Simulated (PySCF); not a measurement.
**[NbO2]-: relaxation and vibrations of the singlet**

Aim: relax [NbO2]- as a singlet from a bent start, check by its vibrations whether the end is a minimum, and collect its spectrum and constants.

Computed with PySCF 2.14.0. Level: PBE, basis Nb def2-SVPD with ECP28, O def2-SVPD, scalar-relativistic core potentials, no spin–orbit coupling, density fitting.

### 1 The system as given

3 atoms, charge -1, spin multiplicity 1.

Bond lengths: Nb1–O2 1.820 Å, Nb1–O3 1.820 Å. Angles: O2–Nb1–O3 110.0°.

```xyz
3
charge -1 multiplicity 1
Nb    0.0000    0.0000   -0.2674
O     1.4909    0.0000    0.7765
O    -1.4909    0.0000    0.7765
```

### 2 Relaxation: bent start, singlet

The steps below are one call of a driver around PySCF. For each, scf.py gives the equivalent set-up of the SCF; relaxations use the driver's own optimiser. Before each start the driver seeks the lowest SCF state from one or more starting densities and follows internal instabilities, so scf.py alone need not reach the same state.

The program finds C2v symmetry in the start, which this walk keeps.

Input file scf.py:

```python
from pyscf import gto, scf, dft
mol = gto.M(atom='''
Nb     0.000000     0.000000    -0.267375
O      1.490900    -0.000000     0.776525
O     -1.490900     0.000000     0.776525''',
    basis={'Nb': 'def2-SVPD', 'O': 'def2-SVPD'},
    ecp={'Nb': 'def2-SVPD'},
    charge=-1, spin=0)
mf = dft.RKS(mol, xc='PBE')
mf.grids.atom_grid = (50, 194)
aux = {'Nb': 'def2-universal-JKFIT', 'O': 'def2-universal-JKFIT'}
mf = mf.density_fit(auxbasis=aux)
mf.kernel()
```

The optimiser's trace:

```
step  energy (Eh)  change (kJ/mol)  largest symmetric gradient (Eh/bohr)
   0  -207.294491             0.00                               0.05523
   1  -207.302875           -22.01                               0.01169
   2  -207.303336           -23.22                               0.00230
   3  -207.303346           -23.25                               0.00021
   4  -207.303346           -23.25                               0.00001
```

The walk took 3.3 s on 4 threads, shared host.

Positions (Å) and forces (eV/Å) along the way:

```
step 0
Nb   0.000   0.000  -0.267   0.000   0.000   2.840
O    1.491   0.000   0.777  -2.391   0.000  -1.420
O   -1.491   0.000   0.777   2.391   0.000  -1.420
step 1
Nb   0.000   0.000  -0.250  -0.001   0.000  -0.601
O    1.415   0.000   0.768  -0.042   0.000   0.301
O   -1.415   0.000   0.768   0.043   0.000   0.300
step 2
Nb   0.000   0.000  -0.279   0.000   0.000   0.118
O    1.385   0.000   0.782  -0.033   0.000  -0.059
O   -1.385   0.000   0.782   0.033   0.000  -0.059
step 3
Nb   0.000   0.000  -0.276  -0.001   0.000  -0.011
O    1.387   0.000   0.781   0.006   0.000   0.006
O   -1.387   0.000   0.781  -0.005   0.000   0.005
step 4
Nb   0.000   0.000  -0.276   0.000   0.000   0.000
O    1.387   0.000   0.781   0.000   0.000   0.000
O   -1.387   0.000   0.781   0.001   0.000   0.000
```

End point (C2v, 4 steps, 23.2 kJ/mol gained): Nb–O 1.744 Å (×2); O–Nb–O 105.3°.

### 3 Hessian and properties

On the finer grid the gradient is checked again; gradients at displacements of ±0.01 bohr then give force constants and infrared intensities.

Changes to scf.py since step 2:

```diff
@@ -3,3 +3,3 @@
-Nb     0.000000     0.000000    -0.267375
-O      1.490900    -0.000000     0.776525
-O     -1.490900     0.000000     0.776525''',
+Nb    -0.000000    -0.000000    -0.271819
+O      1.385371    -0.000000     0.787110
+O     -1.385371     0.000000     0.787110''',
@@ -10 +10 @@
-mf.grids.atom_grid = (50, 194)
+mf.grids.atom_grid = (75, 302)
```

This SCF starts from the last density.

Log of the central SCF (cycles and frontier levels):

```text
init E= -207.303366017193
  HOMO = 0.0225458828884904  LUMO = 0.058406654755763  gap/eV = 0.97582
cycle= 1 E= -207.303366017076  delta_E= 1.17e-10  |g|= 2.04e-05  |ddm|= 5.64e-05
  HOMO = 0.0225463968571766  LUMO = 0.0584082070803604  gap/eV = 0.97585
cycle= 2 E= -207.303366015478  delta_E= 1.6e-09  |g|= 8.32e-05  |ddm|= 0.000158
  HOMO = 0.0225465948922334  LUMO = 0.0584079120951252  gap/eV = 0.97584
cycle= 3 E= -207.303366017117  delta_E= -1.64e-09  |g|= 1.61e-05  |ddm|= 8.86e-05
  HOMO = 0.022545948753347  LUMO = 0.058406957759709  gap/eV = 0.97583
cycle= 4 E= -207.303366017207  delta_E= -9e-11  |g|= 1.61e-06  |ddm|= 4.49e-05
  HOMO = 0.022546301598247  LUMO = 0.058407409542132  gap/eV = 0.97583
Extra cycle  E= -207.303366017194  delta_E= 1.32e-11  |g|= 7.76e-06  |ddm|= 1.5e-05
converged SCF energy = -207.303366017194
```

The whole step took 7.3 s.

Geometry: C2v; Nb–O 1.744 Å (×2); O–Nb–O 105.2°.

Modes, for the most abundant isotopes:

```tsv
symmetry	ω (cm⁻¹)	IR (km/mol)	μ (u)
a1	332	0.1	17.87
b2	894	178	18.77
a1	946	131	17.92
```

Every mode is real; the point is a minimum.

Constants and moments:

```
Dipole moment about the centre of mass                          : 0.71 D
Highest occupied level                                          : 0.61 eV
Lowest empty level                                              : 1.59 eV
Rotational constants                                            : 0.6318, 0.2746, 0.1914 cm⁻¹
Zero-point energy                                               : 13.0 kJ/mol
Principal polarisabilities                                      : 124.7, 135.1, 156.5 bohr³
Principal traceless quadrupole moments about the centre of mass : -3.83, -0.81, 4.64 D Å
Entropy at 298.15 K and 1 bar                                   : 267.5 J/(mol K)
Heat capacity Cp at 298.15 K                                    : 44.0 J/(mol K)
Enthalpy at 298.15 K above 0 K                                  : 11.18 kJ/mol
Rotational symmetry number                                      : 2
```

Populations by atom (charges in e):

| atom | Mulliken | Löwdin | polar tensor | Mayer order to Nb1 |
| --- | --- | --- | --- | --- |
| Nb1 | 0.12 | 0.41 | 0.36 | – |
| O2,3 | -0.56 | -0.70 | -0.68 | 1.55 |

Outer orbital energies (eV). occupied: -16.24, -4.02, -3.91, -3.40, -3.10, -2.94, -1.80, 0.61; empty: 1.59, 1.78, 3.19, 3.38.

Mulliken populations on Nb1 (outside its core potential): s 3.73, p 6.15, d 2.92, f 0.08.

### 4 Stability of the closed shell

At the lowest minimum the closed shell is tested against spin polarisation, on the (50, 194) grid. It is unstable: an open-shell solution lies lower. That solution was not followed to a minimum here.

### 5 Results

```
                            quantity                                                            value
                             minimum  singlet, C2v (closed shell, unstable towards spin polarisation)
                            geometry                                 Nb–O 1.744 Å (×2); O–Nb–O 105.2°
                  wavenumbers (cm⁻¹)                                     332 (a1), 894 (b2), 946 (a1)
      dipole moment (centre of mass)                                                           0.71 D
highest occupied, lowest empty level                                                    0.61, 1.59 eV
          polar-tensor charge of Nb1                                                          +0.36 e
                   zero-point energy                                                      13.0 kJ/mol
```

The molecule stays C2v, as typed, and the end point is a minimum. In the infrared the band at 894 cm⁻¹ (b2, stretch) leads. Only this shape and spin were tried, so other structures or states may lie lower. The highest occupied level lies above zero: either self-interaction error lifts it or the extra electron is not bound, and the basis holds it in place. A stability analysis at the minimum finds the closed shell unstable towards spin polarisation: an open-shell solution lies lower, and these values are not those of the lowest state.

The search up to here took 15 s.
